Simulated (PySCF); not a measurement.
# La(SH)3(H2O): other functionals and bases at one geometry

How far do other levels of theory move the description of La(SH)3(H2O), and what does each cost? The species was built from a template and needn't be a known compound.

Program: PySCF 2.14.0. Level of theory: several levels, as the steps say, no spin–orbit coupling. These are calculated values, not measurements.

1 further run of the same task is left out (for a known fault of the program).

## Step 1: The starting structure

10 atoms, charge 0, spin multiplicity 1.

Bond lengths: La1–S2 2.786 Å, La1–S4 2.727 Å, La1–S6 2.728 Å, La1–O8 2.538 Å, La1–H9 2.800 Å, S2–H3 1.354 Å, S4–H5 1.355 Å, S6–H7 1.355 Å, O8–H9 0.982 Å, O8–H10 0.964 Å. Angles: S2–La1–S4 117.0°, S2–La1–S6 119.7°, S2–La1–O8 71.8°, S2–La1–H9 51.4°, S4–La1–S6 118.3°, S4–La1–O8 105.5°, S4–La1–H9 112.5°, S6–La1–O8 113.1°, S6–La1–H9 120.6°, O8–La1–H9 20.5°, La1–S2–H3 95.9°, La1–S4–H5 92.0°, La1–S6–H7 94.2°, La1–O8–H9 95.0°, La1–O8–H10 145.2°, H9–O8–H10 108.9°, La1–H9–O8 64.6°.

As a file:

```xyz
10

La   -0.0971   -0.4389    0.0216
S     0.6993    1.8830    1.3386
H     1.9160    1.9658    0.7509
S    -2.2087   -1.8019    1.0801
H    -2.4902   -0.7932    1.9398
S     1.7032   -1.8160   -1.4970
H     1.0091   -2.9784   -1.4460
O    -1.1104    1.5468   -1.1911
H    -0.7318    2.2199   -0.5839
H    -1.9101    1.9042   -1.5940
```

Formal oxidation states: La +3. An earlier session relaxed this geometry at PBE0, La def2-SVP with ECP46, S def2-SVP, H def2-SVP, O def2-SVP (singlet, point group C1).

At PBE0 on the finer grid: E = -1303.649536 Eh, HOMO -6.92 eV, LUMO -1.56 eV, Mulliken charge on La1 +0.83 e, largest force component 0.016 eV/Å. 

Levels to run: B3LYP; PBE; PBE0, TZVP. Hardware: 2 threads of Arm Neoverse V1, shared host.

## Step 2: B3LYP

run.py (the lines that set the calculation) reads:

```python
mol = gto.M(atom='''
La    -0.09708    -0.43887     0.02156
S      0.69934     1.88303     1.33858
H      1.91596     1.96575     0.75090
S     -2.20870    -1.80192     1.08010
H     -2.49016    -0.79320     1.93975
S      1.70324    -1.81605    -1.49705
H      1.00906    -2.97843    -1.44600
O     -1.11040     1.54680    -1.19112
H     -0.73176     2.21986    -0.58392
H     -1.91005     1.90418    -1.59397''',
    basis={'La': 'def2-SVP', 'S': 'def2-SVP', 'H': 'def2-SVP', 'O': 'def2-SVP'},
    ecp={'La': 'def2-SVP'},
    charge=0, spin=0)
mf = dft.RKS(mol, xc='B3LYP')
mf.grids.atom_grid = (75, 302)  # f atoms: unpruned, at least (60, 302)
mf = mf.density_fit()  # fitting sets: La def2-universal-JKFIT, S def2-universal-JKFIT, H def2-universal-JKFIT, O def2-universal-JKFIT
mf.conv_tol = 1e-08; mf.max_cycle = 55
mf.kernel(dm0)  # dm0: the density of the relaxed state
```

On the command line:

```
$ OMP_NUM_THREADS=2 python run.py
```

## Step 3: PBE

run.py (the lines that set the calculation): that of step 2 with these lines changed.

```diff
@@ -14,3 +14,3 @@
     charge=0, spin=0)
-mf = dft.RKS(mol, xc='B3LYP')
+mf = dft.RKS(mol, xc='PBE')
 mf.grids.atom_grid = (75, 302)  # f atoms: unpruned, at least (60, 302)
```

## Step 4: PBE0, TZVP

Basis: La def2-TZVP with ECP46, S def2-TZVP, H def2-TZVP, O def2-TZVP. 

run.py (the lines that set the calculation): that of step 3 with these lines changed.

```diff
@@ -11,6 +11,6 @@
 H     -1.91005     1.90418    -1.59397''',
-    basis={'La': 'def2-SVP', 'S': 'def2-SVP', 'H': 'def2-SVP', 'O': 'def2-SVP'},
-    ecp={'La': 'def2-SVP'},
+    basis={'La': 'def2-TZVP', 'S': 'def2-TZVP', 'H': 'def2-TZVP', 'O': 'def2-TZVP'},
+    ecp={'La': 'def2-TZVP'},
     charge=0, spin=0)
-mf = dft.RKS(mol, xc='PBE')
+mf = dft.RKS(mol, xc='PBE0')
 mf.grids.atom_grid = (75, 302)  # f atoms: unpruned, at least (60, 302)
@@ -18,2 +18,2 @@
 mf.conv_tol = 1e-08; mf.max_cycle = 55
-mf.kernel(dm0)  # dm0: the density of the relaxed state
+mf.kernel(dm0)  # dm0: free metal ions and neutral atoms
```

Before running it: what results should come out? Wanted: for each run, HOMO; gap; charge on La1; dipole; largest force.

**Answer**, as computed:

| level | state | HOMO (eV) | gap (eV) | charge on La1 (e) | dipole (D) | largest force (eV/Å) | basis functions | time |
| --- | --- | --- | --- | --- | --- | --- | --- | --- |
| PBE0 (relaxed here) | singlet | -6.92 | 5.36 | 0.83 | 4.41 | 0.02 | 125 | 28 s |
| B3LYP | singlet | -6.62 | 4.82 | 0.75 | 4.39 | 0.17 | 125 | 9.2 s |
| PBE | singlet | -5.75 | 3.53 | 0.65 | 4.26 | 0.53 | 125 | 9.6 s |
| PBE0, TZVP | singlet | -7.03 | 5.38 | 1.20 | 4.29 | 0.32 | 212 | 23 s |

Times are on 2 threads of Arm Neoverse V1, shared host; the first row also made further properties.

In one basis the HOMO–LUMO gap runs from 3.53 eV (PBE) to 5.36 eV (PBE0). The largest leftover force, 0.53 eV/Å with PBE, stands at a geometry relaxed at another level. The Mulliken charge on La spans +0.65 to +1.20 e over the levels. Total energies of different levels can't be compared. Spin–orbit coupling is left out throughout.
